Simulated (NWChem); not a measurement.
**One shape, several levels: AlPNH4OF (SMILES [NH2][Al]([F])[PH]O)**

Aim: a comparison of 6 runs (HF/STO-3G, PBE0/def2-SVP, B3LYP/6-31G*, B3LYP/def2-SVP, M06-2X/def2-SVP, CCSD(T)/def2-SVP) of AlPNH4OF. 

The results are computed with NWChem 7.3.0.

71 further runs of the same task are left out: 71 set aside as unsound or not needed. Runs told in other sessions of the task aren't counted.

## Step 1: The structure to begin with

The species is AlPNH4OF (9 atoms), meant as a singlet with charge 0. SMILES: `[NH2][Al]([F])[PH]O`. The P4–H8 distance was set to 1.859 Å, away from the relaxed value.

Bond lengths: N1–Al2 1.755 Å, Al2–F3 1.652 Å, Al2–P4 2.334 Å, P4–O5 1.677 Å, N1–H6 1.007 Å, N1–H7 1.006 Å, O5–H9 0.960 Å. Angles: N1–Al2–F3 119.8°, N1–Al2–P4 121.0°, F3–Al2–P4 119.0°, Al2–P4–O5 96.2°, Al2–N1–H6 122.5°, Al2–N1–H7 126.3°, P4–O5–H9 109.0°, H6–N1–H7 111.1°. A long bond or contact: P4–H8 1.859 Å.

## Step 2: A single-point energy at HF/STO-3G (run 1)

alfh4nop.nw reads:

```
start alfh4nop
title "AlFH4NOP"
memory stack 880 mb heap 220 mb global 1100 mb

geometry units angstroms noautosym nocenter noautoz
  N        1.585351       1.038830      -0.602416
  Al       0.978551      -0.538670      -0.131416
  F        2.001451      -1.643170       0.549384
  P       -1.226549      -1.161870      -0.575016
  O       -1.793749       0.385330      -0.888116
  H        0.990051       1.756930      -0.982516
  H        2.527851       1.373130      -0.489016
  H       -1.643200      -1.310200       1.230300
  H       -2.561949       0.327230      -1.461216
end

basis spherical bse
  * library STO-3G
end

scf
  thresh 1e-08
  maxiter 80
end

task scf energy
```

Started as:

```console
$ nwchem alfh4nop.nw > alfh4nop.out
```

Output:

```text
[...]
  functions       =    37
[...]
  wavefunction    = RHF
[...]
         Total SCF energy =   -803.877882647362
      One-electron energy =  -1671.069468549949
      Two-electron energy =    592.873376255149
 Nuclear repulsion energy =    274.318209647438
        Time for solution =      1.7s
[...]
```

Run time: 2.4 s. Hardware: 1 thread of Intel Xeon 6975P-C (Granite Rapids), shared host; peak memory 0.097 GiB.

## Step 3: The energy at PBE0/def2-SVP (run 2)

alfh4nop.nw reads:

```
echo
START alfh4nop
TITLE "AlFH4NOP energy"
memory total 2200 mb
GEOMETRY noautosym nocenter noautoz
   N      1.585351     1.038830    -0.602416
   Al     0.978551    -0.538670    -0.131416
   F      2.001451    -1.643170     0.549384
   P     -1.226549    -1.161870    -0.575016
   O     -1.793749     0.385330    -0.888116
   H      0.990051     1.756930    -0.982516
   H      2.527851     1.373130    -0.489016
   H     -1.643200    -1.310200     1.230300
   H     -2.561949     0.327230    -1.461216
END
BASIS spherical bse
   * library def2-SVP
END
DFT
   xc pbe0
   grid fine
   convergence energy 1e-08
   maxiter 100
   mulliken
   print low
END
TASK dft energy
```

Started as:

```console
$ nwchem alfh4nop.nw > alfh4nop.out
```

Output:

```text
[...]
 d= 0,ls=0.0,diis     1   -815.1194343138 -1.09D+03  1.64D-02  1.10D+00     1.5
[...]
 d= 0,ls=0.0,diis    10   -815.2494081672 -2.02D-09  5.92D-07  3.26D-09    12.0
         Total DFT energy =     -815.249408167246
      One electron energy =    -1676.065720210293
           Coulomb energy =      655.439841414624
    Exchange-Corr. energy =      -68.941739019016
 Nuclear repulsion energy =      274.318209647438
[...]
      Total Density - Mulliken Population Analysis
     ---------------------------------------------
    Atom       Charge   Shell Charges
 -----------   ------   -------------------------------------------------------
    1 N    7     7.46   1.99  0.96  0.46  2.45  1.60  0.01
    2 Al  13    12.17   2.00  1.98  0.77  0.00  5.92  0.82  0.37  0.31
    3 F    9     9.41   1.99  1.12  0.81  3.34  2.14  0.00
    4 P   15    14.96   2.00  1.99  1.24  0.57  5.92  1.35  1.73  0.15
    5 O    8     8.43   1.99  1.07  0.70  2.85  1.81  0.01
    6 H    1     0.85   0.70  0.10  0.05
    7 H    1     0.86   0.71  0.11  0.05
    8 H    1     1.05   0.59  0.45  0.01
    9 H    1     0.80   0.68  0.05  0.07
[...]
```

Wall time 13 s (1 thread of Intel Xeon 6975P-C (Granite Rapids), shared host); peak memory 0.12 GiB.

Runs 3 to 4 aren't shown in full; the table further down has their settings and results.

## Step 4: The energy at M06-2X/def2-SVP (run 5)

alfh4nop.nw reads:

```
start alfh4nop
memory stack 880 mb heap 220 mb global 1100 mb
geometry units angstrom noautosym nocenter noautoz
 N      1.585351     1.038830    -0.602416
 Al     0.978551    -0.538670    -0.131416
 F      2.001451    -1.643170     0.549384
 P     -1.226549    -1.161870    -0.575016
 O     -1.793749     0.385330    -0.888116
 H      0.990051     1.756930    -0.982516
 H      2.527851     1.373130    -0.489016
 H     -1.643200    -1.310200     1.230300
 H     -2.561949     0.327230    -1.461216
end
basis "ao basis" spherical bse
 * library def2-SVP
end
dft
 xc m06-2x
 grid fine
 convergence energy 1e-08
 maxiter 100
 mulliken
end
task dft energy
```

Started as:

```console
$ nwchem alfh4nop.nw > alfh4nop.out
```

Output:

```text
[...]
          Wavefunction type:  closed shell.
          No. of atoms     :     9
          No. of electrons :    56
[...]
          Charge           :     0
          Spin multiplicity:     1
[...]
          AO basis - number of functions:    98
[...]
              XC Information
              --------------
                       M06-2X Method XC Functional
                     Hartree-Fock (Exact) Exchange  0.540
                        M06-2X Exchange Functional  1.000
                      M06-2X Correlation Potential  1.000
[...]
 d= 0,ls=0.0,diis     1   -815.4835623515 -1.09D+03  1.34D-02  1.02D+00     1.8
[...]
 d= 0,ls=0.0,diis    10   -815.6096102742 -7.28D-09  1.42D-06  1.04D-08    15.6
         Total DFT energy =     -815.609610274239
      One electron energy =    -1676.052611936376
           Coulomb energy =      655.446641608596
    Exchange-Corr. energy =      -69.321849593897
 Nuclear repulsion energy =      274.318209647438
[...]
      Total Density - Mulliken Population Analysis
     ---------------------------------------------
    Atom       Charge   Shell Charges
 -----------   ------   -------------------------------------------------------
    1 N    7     7.49   1.99  0.95  0.47  2.45  1.62  0.01
    2 Al  13    12.14   2.00  1.98  0.76  0.00  5.93  0.81  0.35  0.31
    3 F    9     9.42   1.99  1.11  0.82  3.34  2.16  0.00
    4 P   15    14.93   2.00  1.99  1.23  0.57  5.93  1.35  1.72  0.15
    5 O    8     8.46   1.99  1.06  0.70  2.86  1.84  0.01
    6 H    1     0.85   0.70  0.10  0.05
    7 H    1     0.86   0.70  0.11  0.04
    8 H    1     1.06   0.59  0.47  0.01
    9 H    1     0.79   0.67  0.05  0.07
[...]
```

It took 16 s on 1 thread of Intel Xeon 6975P-C (Granite Rapids), shared host; peak memory 0.12 GiB.

## Step 5: The energy at CCSD(T)/def2-SVP (run 6)

test.nw reads:

```
START test
TITLE "AlFH4NOP energy"
memory 2200 mb
GEOMETRY units angstroms noautosym nocenter noautoz
  N      1.585351     1.038830    -0.602416
  Al     0.978551    -0.538670    -0.131416
  F      2.001451    -1.643170     0.549384
  P     -1.226549    -1.161870    -0.575016
  O     -1.793749     0.385330    -0.888116
  H      0.990051     1.756930    -0.982516
  H      2.527851     1.373130    -0.489016
  H     -1.643200    -1.310200     1.230300
  H     -2.561949     0.327230    -1.461216
END
BASIS "ao basis" spherical bse
  * library def2-SVP
END
SCF
  thresh 1e-08
  maxiter 80
  noprint "final vectors analysis"
END
CCSD
  freeze core 13
  maxiter 60
END
TASK ccsd(t)
```

Started as:

```console
$ nwchem test.nw > test.out
```

Output:

```text
[...]
  functions       =    98
[...]
  wavefunction    = RHF
[...]
         Total SCF energy =   -813.454340672616
      One-electron energy =  -1675.598039724560
      Two-electron energy =    587.825489404505
 Nuclear repulsion energy =    274.318209647438
        Time for solution =      9.1s
[...]
 Total MP2 energy:           -814.174237072426536
[...]
             energy      energy      error      ampl     ampl      Block
                                                time     time      time
[...]
 Total CCSD energy:           -814.214382547399282
[...]
 Total CCSD+T(CCSD) energy:           -814.233830145397746
[...]
 Total CCSD(T) energy:                -814.232344258631656
[...]
```

Wall time 2.7 min (1 thread of Intel Xeon 6975P-C (Granite Rapids), shared host); peak memory 0.35 GiB.

## Step 6: The series

| run | level | iteration cap | module | energy (Eh) | dipole moment (D) of the reference | HOMO energy (eV) | LUMO energy (eV) | wall time |
| --- | --- | --- | --- | --- | --- | --- | --- | --- |
| 1 | HF/STO-3G | 80 | scf | -803.877883 | 1.32 | -6.23 | 8.32 | 2.4 s |
| 2 | PBE0/def2-SVP | 100 | dft | -815.249408 | – | – | – | 13 s |
| 3 | B3LYP/6-31G* (spherical functions) | 100 | dft | -816.080319 | 2.76 | -6.63 | -1.01 | 25 s |
| 4 | B3LYP/def2-SVP | 100 | dft | -815.771208 | 2.74 | -6.62 | -1.07 | 13 s |
| 5 | M06-2X/def2-SVP | 100 | dft | -815.609610 | 2.68 | -7.95 | -0.12 | 16 s |
| 6 | CCSD(T)/def2-SVP | 80 | ccsd(t) | -814.232344 | – | – | – | 2.7 min |

## Step 7: Results

```
                                           quantity          value
                                run 6: total energy  -814.23234 Eh
run 6: correlation energy (13 core orbitals frozen)     -778.0 mEh
                              run 6: (T) correction     -17.96 mEh
```

In words: Over runs 1, 3, 4, 5 the dipole moment (its size) runs from 1.32 D (HF/STO-3G) to 2.76 D (B3LYP/6-31G*). The two ends differ in method and basis. Over runs 1, 3, 4, 5 the HOMO–LUMO gap runs from 5.55 eV (B3LYP/def2-SVP) to 14.54 eV (HF/STO-3G). Totals of different functionals can't be ranked against each other. In run 1 the basis is minimal, so the values are rough. All runs together took 3.8 min, the longest 2.7 min.
